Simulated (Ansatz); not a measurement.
# BFH4O2Si: one species, many methods

How much do the methods differ for BFH4O2Si? The plan is to run it at one geometry with functionals of several rungs and with coupled cluster. The yardstick is the atomisation energy at the CCSD(T) limit.

The runs use Ansatz 0.2.0, Gaussian basis; functionals in def2-TZVPP, the program's frozen cores in correlated methods.

Levels to be run: LDA (SPW92), PBE-D4, revPBE-D4, BLYP-D4, r2SCAN-D4, B97M-V, PBE0-D4, B3LYP-D4, r2SCANh-D4, r2SCAN0-D4, HSE06-D4, BHLYP-D4, CAM-B3LYP-D4, LC-ωPBE, ωB97X-V, ωB97M-V, B2PLYP, PBE-QIDH; CCSD(T)/def2-SVP; CCSD(T)/def2-TZVPP; MP2/def2-QZVPP; extrapolation to the limit; RPA on PBE.

**1. The geometry**

All runs share one geometry, relaxed beforehand with PBE0-D4 in a triple-zeta def2 set.

SMILES `OB(O)[SiH2]F`, 9 atoms, charge 0, spin multiplicity 1.

Atoms are counted from 1 here; the program's logs count them from 0.

Bond lengths: O1–B2 1.366 Å, O1–H6 0.959 Å, B2–O3 1.354 Å, B2–Si4 2.036 Å, O3–H7 0.964 Å, Si4–F5 1.605 Å, Si4–H8 1.488 Å, Si4–H9 1.492 Å. Angles: B2–O1–H6 114.7°, O1–B2–O3 118.3°, O1–B2–Si4 123.3°, O3–B2–Si4 118.4°, B2–O3–H7 112.7°, B2–Si4–F5 111.2°, B2–Si4–H8 112.0°, B2–Si4–H9 110.8°, F5–Si4–H8 107.7°, F5–Si4–H9 107.4°, H8–Si4–H9 107.6°.

Coordinates:

```xyz
9
charge 0, multiplicity 1
O     0.0351    0.5323    1.7369
B     0.4513    0.3752    0.4451
O     1.6398    0.9148    0.0838
Si   -0.6053   -0.6639   -0.9510
F    -0.5372    0.0557   -2.3840
H    -0.8294    0.1639    1.9271
H     2.0712    1.3832    0.8082
H    -0.0934   -2.0512   -1.1173
H    -2.0437   -0.7562   -0.5660
```

**2. LDA**

This LDA is Slater exchange with PW92 correlation.

File in.yaml:

```yaml
crystal:
  periodic: [false, false, false]
  atoms:
    - {symbol: O, position_ang: [0.035119, 0.532336, 1.736887]}
    - {symbol: B, position_ang: [0.451310, 0.375189, 0.445140]}
    - {symbol: O, position_ang: [1.639791, 0.914828, 0.083791]}
    - {symbol: Si, position_ang: [-0.605322, -0.663946, -0.951036]}
    - {symbol: F, position_ang: [-0.537152, 0.055739, -2.383962]}
    - {symbol: H, position_ang: [-0.829402, 0.163891, 1.927139]}
    - {symbol: H, position_ang: [2.071204, 1.383172, 0.808206]}
    - {symbol: H, position_ang: [-0.093416, -2.051195, -1.117267]}
    - {symbol: H, position_ang: [-2.043732, -0.756214, -0.565999]}
basis:
  gaussian: {orbitals: def2-TZVPP}
hamiltonian: {xc: lda}
output: {orbitals: {seedname: orbitals}}
```

The run is started by

```bash
ansatz run in.yaml --threads 2 --pin off --events-out ev --progress --plain --max-ram 4352MiB
```

The runs that follow: PBE-D4 (GGA); revPBE-D4 (GGA); BLYP-D4 (GGA); r2SCAN-D4 (meta-GGA); B97M-V (meta-GGA); B3LYP-D4 (hybrid); r2SCANh-D4 (hybrid); r2SCAN0-D4 (hybrid); HSE06-D4 (hybrid); BHLYP-D4 (hybrid); CAM-B3LYP-D4 (range-separated); LC-ωPBE (range-separated); ωB97X-V (range-separated); ωB97M-V (range-separated); B2PLYP (double hybrid); PBE-QIDH (double hybrid); CCSD(T) in def2-SVP; CCSD(T) in def2-TZVPP; MP2 in def2-QZVPP; RPA on PBE orbitals.

Q: Predict the results of all the runs planned. Wanted: atomisation energy, CCSD(T)/CBS; farthest beyond LDA; mean size of error, GGA; mean size of error, meta-GGA; mean size of error, hybrid; mean size of error, range-separated; mean size of error, double hybrid; gap, smallest and largest; T1 diagnostic.

**Answer**, as computed:

```
                               quantity                                                       value
        atomisation energy, CCSD(T)/CBS                                                   36.771 eV
    functionals within 0.184 eV (0.5 %)  BLYP-D4, r2SCAN-D4, B97M-V, CAM-B3LYP-D4, ωB97X-V, ωB97M-V
                    farthest beyond LDA                                        BHLYP-D4 (-1.439 eV)
                mean size of error, GGA                                                    0.390 eV
           mean size of error, meta-GGA                                                    0.046 eV
             mean size of error, hybrid                                                    0.574 eV
    mean size of error, range-separated                                                    0.093 eV
      mean size of error, double hybrid                                                    0.469 eV
              gap, smallest and largest                   5.18 eV (LDA (SPW92)), 12.57 eV (LC-ωPBE)
                          T1 diagnostic                                                      0.0132
triples share of the correlation energy                                                       3.3 %
```

In words: LDA overbinds by 5.370 eV (15 %). PBE-D4 is off by +0.472 eV. Double hybrids carry the basis error of their MP2 part in triple zeta, and no dispersion term here, so their miss is partly the set-up's. The rungs meta-GGA, range-separated miss on average by less than the doubt on the reference (0.184 eV), so they tie. Misses under about 0.184 eV are within the doubt on the reference itself, which lacks core-valence correlation, relativity and higher excitations. Hartree-Fock recovers 73 % of the binding; the rest is correlation. CCSD(T) in def2-SVP is off by -2.404 eV, more than most functionals: a good method in a small basis is no reference. Orbital gaps span 5.2 to 12.6 eV; exact exchange widens them.
